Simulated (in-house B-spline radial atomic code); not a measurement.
# Hf⁴⁷⁺: binding energies from hole states

Wanted: ΔSCF binding energies of Hf⁴⁷⁺.

The numbers are computed with in-house B-spline radial atomic code version 1 (Dirac-Hartree-Fock, average of configuration, Fermi nucleus, basis-set limit), except any that are marked as measured or tabulated.

**1. Starting point**

- element: hafnium (Z = 72)
- charge: +47
- electrons: 25
- configuration: [Ar] 3d7
- Hamiltonian: Dirac-Coulomb
- nucleus: Fermi, rms radius 5.347 fm

The outer shells:

[Ar] 3d7
```
[Ar] core
3d [↑↓][↑↓][↑ ][↑ ][↑ ]
```

The boxes draw the filling by Hund's rule, which heavy ions in jj coupling don't follow; these runs average over all states of the configuration.

Settings, as recorded:

```ini
Z = 72
electrons = 25.0
configuration = [Ar] 3d7
hamiltonian = dirac
method = hf
spin_polarised = False
nucleus = fermi
rms_radius = 5.347
mass_number = 180
atomic_mass = 179.946559537
speed_of_light = 137.035999084
```

From the earlier run of the reference: total energy -13346.654412 hartree. Levels, eight at most:

| orbital | occupation | energy (eV) | <r> (bohr) |
| --- | --- | --- | --- |
| 2s1/2 | 2 | -13979.1 | 0.07937 |
| 2p1/2 | 2 | -13459.3 | 0.06588 |
| 2p3/2 | 4 | -12254.9 | 0.07346 |
| 3s1/2 | 2 | -5024.59 | 0.2008 |
| 3p1/2 | 2 | -4802.03 | 0.1904 |
| 3p3/2 | 4 | -4518.31 | 0.2028 |
| 3d3/2 | 2.8 | -4185.58 | 0.1763 |
| 3d5/2 | 4.2 | -4122.74 | 0.1801 |

**2. The 1s hole**

Settings, as recorded:

```ini
Z = 72
electrons = 24.0
configuration = 1s1 2s2 2p6 3s2 3p6 3d7
hamiltonian = dirac
method = hf
spin_polarised = False
nucleus = fermi
rms_radius = 5.347
mass_number = 180
atomic_mass = 179.946559537
speed_of_light = 137.035999084
```

**3. The 2s hole**

Changes to the settings of step 2:

```diff
@@ -2,3 +2,3 @@
 electrons = 24.0
-configuration = 1s1 2s2 2p6 3s2 3p6 3d7
+configuration = 1s2 2s1 2p6 3s2 3p6 3d7
 hamiltonian = dirac
```

**4. The 2p1/2 hole**

In configurations, a minus sign after the shell means j = l − 1/2 and a plus sign j = l + 1/2; the count of electrons follows.

Changes to the settings of step 3:

```diff
@@ -2,3 +2,3 @@
 electrons = 24.0
-configuration = 1s2 2s1 2p6 3s2 3p6 3d7
+configuration = 1s2 2s2 2p-1 2p+4 3s2 3p6 3d7
 hamiltonian = dirac
```

**5. The 2p3/2 hole**

Changes to the settings of step 4:

```diff
@@ -2,3 +2,3 @@
 electrons = 24.0
-configuration = 1s2 2s2 2p-1 2p+4 3s2 3p6 3d7
+configuration = 1s2 2s2 2p-2 2p+3 3s2 3p6 3d7
 hamiltonian = dirac
```

**6. The 3s hole**

Changes to the settings of step 5:

```diff
@@ -2,3 +2,3 @@
 electrons = 24.0
-configuration = 1s2 2s2 2p-2 2p+3 3s2 3p6 3d7
+configuration = 1s2 2s2 2p6 3s1 3p6 3d7
 hamiltonian = dirac
```

**7. The 3p1/2 hole**

Changes to the settings of step 6:

```diff
@@ -2,3 +2,3 @@
 electrons = 24.0
-configuration = 1s2 2s2 2p6 3s1 3p6 3d7
+configuration = 1s2 2s2 2p6 3s2 3p-1 3p+4 3d7
 hamiltonian = dirac
```

**8. The 3p3/2 hole**

Changes to the settings of step 7:

```diff
@@ -2,3 +2,3 @@
 electrons = 24.0
-configuration = 1s2 2s2 2p6 3s2 3p-1 3p+4 3d7
+configuration = 1s2 2s2 2p6 3s2 3p-2 3p+3 3d7
 hamiltonian = dirac
```

**9. The 3d hole**

Changes to the settings of step 8:

```diff
@@ -2,3 +2,3 @@
 electrons = 24.0
-configuration = 1s2 2s2 2p6 3s2 3p-2 3p+3 3d7
+configuration = 1s2 2s2 2p6 3s2 3p6 3d6
 hamiltonian = dirac
```

What does each hole state cost in eV, and how does that compare with the orbital energies or single holes?

**Answer**, as computed:

| hole | ΔSCF (eV) | with Breit, QED, recoil (eV) | −ε of the parent (eV) | −ε less ΔSCF (eV) |
| --- | --- | --- | --- | --- |
| 1s | 68378.9 | 68059.8 | 68424.9 | 46.02 |
| 2s | 13963.8 | 13923.9 | 13979.1 | 15.34 |
| 2p1/2 | 13440.5 | 13401.8 | 13459.3 | 18.84 |
| 2p3/2 | 12238.4 | 12213.0 | 12254.9 | 16.55 |
| 3s | 5022.37 | 5013.22 | 5024.59 | 2.22 |
| 3p1/2 | 4799.32 | 4790.80 | 4802.03 | 2.70 |
| 3p3/2 | 4516.05 | 4510.56 | 4518.31 | 2.26 |
| 3d | 4144.70 | 4141.74 | - | - |

Every ΔSCF value lies below −ε, since the other electrons relax into the hole: by 46.0 eV for 1s and 2.26 eV for 3p3/2. The difference of the 1s and 2p3/2 holes gives a Kα1 line at 55846.7 eV for this charge state (with Breit, QED and recoil). The spin-orbit splitting of the 2p hole is 1188.80 eV with those corrections. A dash stands where an open shell is averaged over j, so that no single parent level belongs to the hole. Values are for the free ion, measured from the vacuum level.
